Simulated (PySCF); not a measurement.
# BF₄H₂P: magnetic properties

What do calculations give for the magnetic properties of BF₄H₂P (`F[PH2+][B-](F)(F)F`)?

Computed with PySCF 2.14.0 and routines of our own; the level stands in each step. Atoms count from 0.

## (1) The starting structure

8 atoms, charge 0, multiplicity 1; geometry from: GFN2-xTB.

## (2) Geometry optimisation at PBE0-D3(BJ)/def2-SVP

The job: settings as JSON, then the geometry in Å.

```
{"job": {"xc": "PBE0", "basis": "def2-SVP", "d3": "d3bj", "grid": 1, "kind": "geom"}, "charge": 0, "multiplicity": 1}
F      1.356584     1.349712    -0.170907
P      1.037943    -0.227502    -0.045186
B     -1.440522    -0.038567    -0.037696
F     -1.454548     0.500802     1.166482
F     -1.538679     0.746967    -1.087376
F     -1.791072    -1.301562    -0.159733
H      2.109728    -0.632640    -0.850689
H      1.729622    -0.387797     1.160540
```

Started as:

```sh
OMP_NUM_THREADS=1 python excited_run.py task.json out
```

This one command runs all jobs of the session in turn.

The log of the run:

```text
step   0  E = -765.97581597  max force = 0.018208
step   1  E = -765.97976911  max force = 0.004292
step   2  E = -765.97998123  max force = 0.003054
step   3  E = -765.97997064  max force = 0.004534
step   4  E = -765.98016747  max force = 0.001255
step   5  E = -765.98023230  max force = 0.000574
step   6  E = -765.98029738  max force = 0.000537
step   7  E = -765.98035681  max force = 0.000629
step   8  E = -765.98040814  max force = 0.000764
step   9  E = -765.98045087  max force = 0.000538
step  10  E = -765.98054169  max force = 0.001265
step  11  E = -765.98047572  max force = 0.004622
step  12  E = -765.98055845  max force = 0.001644
step  13  E = -765.98058725  max force = 0.001259
step  14  E = -765.98062318  max force = 0.000957
step  15  E = -765.98066331  max force = 0.000848
step  16  E = -765.98071439  max force = 0.000644
step  17  E = -765.98076511  max force = 0.001295
step  18  E = -765.98082001  max force = 0.001326
step  19  E = -765.98087796  max force = 0.000693
step  20  E = -765.98095535  max force = 0.001064
step  21  E = -765.98105123  max force = 0.002372
step  22  E = -765.98119799  max force = 0.003949
step  23  E = -765.98136498  max force = 0.004180
step  24  E = -765.98155543  max force = 0.003009
step  25  E = -765.98146405  max force = 0.005274
step  26  E = -765.98161903  max force = 0.001445
step  27  E = -765.98163905  max force = 0.000632
step  28  E = -765.98164782  max force = 0.000442
optimisation converged
```

Run time: 61 s. Hardware: 1 thread of Arm Neoverse V1, shared host; peak memory 0.58 GiB.

Along the way: (the energy doesn't fall at every step)

```
step  energy from step 0 (eV)  largest force component (eV/Å)
   0                   0.0000                          0.9363
   1                  -0.1076                          0.2207
   2                  -0.1133                          0.1570
   3                  -0.1131                          0.2331
   4                  -0.1184                          0.0645
   5                  -0.1202                          0.0295
   6                  -0.1219                          0.0276
   7                  -0.1236                          0.0323
   8                  -0.1250                          0.0393
   9                  -0.1261                          0.0277
  10                  -0.1286                          0.0650
  11                  -0.1268                          0.2377
  12                  -0.1290                          0.0845
  13                  -0.1298                          0.0647
  14                  -0.1308                          0.0492
  15                  -0.1319                          0.0436
  16                  -0.1333                          0.0331
  17                  -0.1347                          0.0666
  18                  -0.1362                          0.0682
  19                  -0.1377                          0.0356
  20                  -0.1398                          0.0547
  21                  -0.1425                          0.1220
  22                  -0.1465                          0.2031
  23                  -0.1510                          0.2149
  24                  -0.1562                          0.1547
  25                  -0.1537                          0.2712
  26                  -0.1579                          0.0743
  27                  -0.1585                          0.0325
  28                  -0.1587                          0.0227
```

Close pairs (by a distance rule), those that changed most:

```
 bond  before (Å)  after (Å)  change (Å)
P1–B2       2.486      2.233      -0.253
B2–F5       1.316      1.359      +0.043
B2–F4       1.315      1.341      +0.026
P1–H7       1.399      1.420      +0.021
B2–F3       1.320      1.340      +0.021
P1–H6       1.401      1.421      +0.020
F0–P1       1.614      1.601      -0.013
```

The final coordinates are the input of the step that follows.

```
                         at the end point                value
  point group (found at 0.08 Å tolerance)                   C1
rotational constants (GHz, main isotopes)  4.254, 1.647, 1.575
                        dipole moment (D)                 3.70
```

## (3) Magnetic properties: GIAO B3LYP/pcSseg-1

The job: settings as JSON, then the geometry in Å.

```
{"job": {"kind": "mag", "xc": "B3LYP", "basis": "pcSseg-1", "isotopologues": 2}, "charge": 0, "multiplicity": 1}
F      1.703681     1.561978    -0.090367
P      0.937379     0.157558    -0.031892
B     -1.277788    -0.113057     0.042142
F     -1.689652     0.579673     1.112990
F     -1.686872     0.301635    -1.165524
F     -1.145199    -1.456728     0.199822
H      1.538919    -0.532046    -1.118770
H      1.627964    -0.490359     1.026825
```

Method: GIAO B3LYP/pcSseg-1 magnetisability, rotational g tensor and spin-rotation constants, non-relativistic, gas phase.

The log of the run:

```text
coarse grid: 8296 points
cycle   1  E = -766.7528489321  dE =  6.126e-01  |g| = 9.745e-01  |ddm| = 2.436e+00
cycle   2  E = -766.5348673151  dE =  2.180e-01  |g| = 1.577e+00  |ddm| = 1.356e+00
cycle   3  E = -766.8990914164  dE = -3.642e-01  |g| = 7.618e-02  |ddm| = 8.284e-01
cycle   4  E = -766.8996457669  dE = -5.544e-04  |g| = 5.216e-02  |ddm| = 7.522e-02
cycle   5  E = -766.9000253137  dE = -3.795e-04  |g| = 5.882e-03  |ddm| = 2.742e-02
cycle   6  E = -766.9000315585  dE = -6.245e-06  |g| = 1.860e-03  |ddm| = 5.883e-03
final grid: 80296 points
cycle   7  E = -766.9430311057  dE = -4.478e-05  |g| = 5.071e-03  |ddm| = 1.084e-02
cycle   8  E = -766.9430277528  dE =  3.353e-06  |g| = 7.162e-03  |ddm| = 5.891e-03
cycle   9  E = -766.9430349421  dE = -7.189e-06  |g| = 6.787e-04  |ddm| = 3.351e-03
cycle  10  E = -766.9430350197  dE = -7.759e-08  |g| = 2.141e-04  |ddm| = 6.968e-04
cycle  11  E = -766.9430350258  dE = -6.095e-09  |g| = 9.762e-05  |ddm| = 1.503e-04
cycle  12  E = -766.9430350272  dE = -1.383e-09  |g| = 7.900e-06  |ddm| = 6.143e-05
cycle  13  E = -766.9430350272  dE = -6.366e-12  |g| = 4.086e-06  |ddm| = 8.232e-06
converged SCF energy = -766.9430350272

Magnetisability tensor (1e-30 J/T^2)
     -815.07      -79.76        4.49
      -79.76     -882.74        6.66
        4.49        6.66     -722.92
isotropic -806.91   principal values    -935.85   -762.27   -722.62
isotropic susceptibility -48.593 1e-6 cm^3/mol

Inertial axes            a          b          c
rot. const./GHz      4.2543     1.6474     1.5750
chi total           -52.982    -49.279    -43.519
chi diamagnetic    -322.749   -705.068   -736.329
chi paramagnetic    269.766    655.788    692.810
quadrupole/D A       -2.255      1.323      0.932
g nuclear            0.5039     0.4894     0.4912
g electronic        -0.5392    -0.5075    -0.5126
g total             -0.0353    -0.0182    -0.0215

Spin-rotation constants (kHz, H = +C I.J)
atom  isotope        aa         bb         cc
  0    19F        1.062      0.805     -0.701
  1    31P        6.222      2.666      3.718
  2    11B        0.950      0.340      0.298
  3    19F        3.233      2.017      1.548
  4    19F        3.256      2.214      1.378
  5    19F        3.092      1.636      1.973
  6     1H       -0.389     -0.075      0.026
  7     1H       -0.386     -0.076      0.025

Isotopologues: g along a, b, c
2H    at 6,7               -0.0344    -0.0176    -0.0211
10B   at 2                 -0.0353    -0.0183    -0.0216
```

It took 8.2 s on 1 thread of Arm Neoverse V1, shared host; peak memory 0.59 GiB.

Key values:

```
              quantity                      value
       magnetisability            -807·10⁻³⁰ J/T²
  molar susceptibility         -48.6·10⁻⁶ cm³/mol
rotational g (a, b, c)  -0.0353, -0.0182, -0.0215
```

## (4) Summary of results

| quantity | value |
| --- | --- |
| point group | C1 |
| rotational constants (main isotopes) | 4.25, 1.65, 1.57 GHz |
| magnetisability (step 3, GIAO B3LYP/pcSseg-1) | -807·10⁻³⁰ J/T² |
| molar susceptibility (step 3, GIAO B3LYP/pcSseg-1) | -48.6·10⁻⁶ cm³/mol |
| rotational g (a, b, c) (step 3, GIAO B3LYP/pcSseg-1) | -0.0353, -0.0182, -0.0215 |

**Reading.** The optimisation took 28 steps and gained 0.159 eV; among the close pairs (by a distance rule), P1–B2 changed most, from 2.486 to 2.233 Å. No frequency check was run at this level, so the end point may be a saddle. Vibrational averaging and real surroundings are missing from these values.
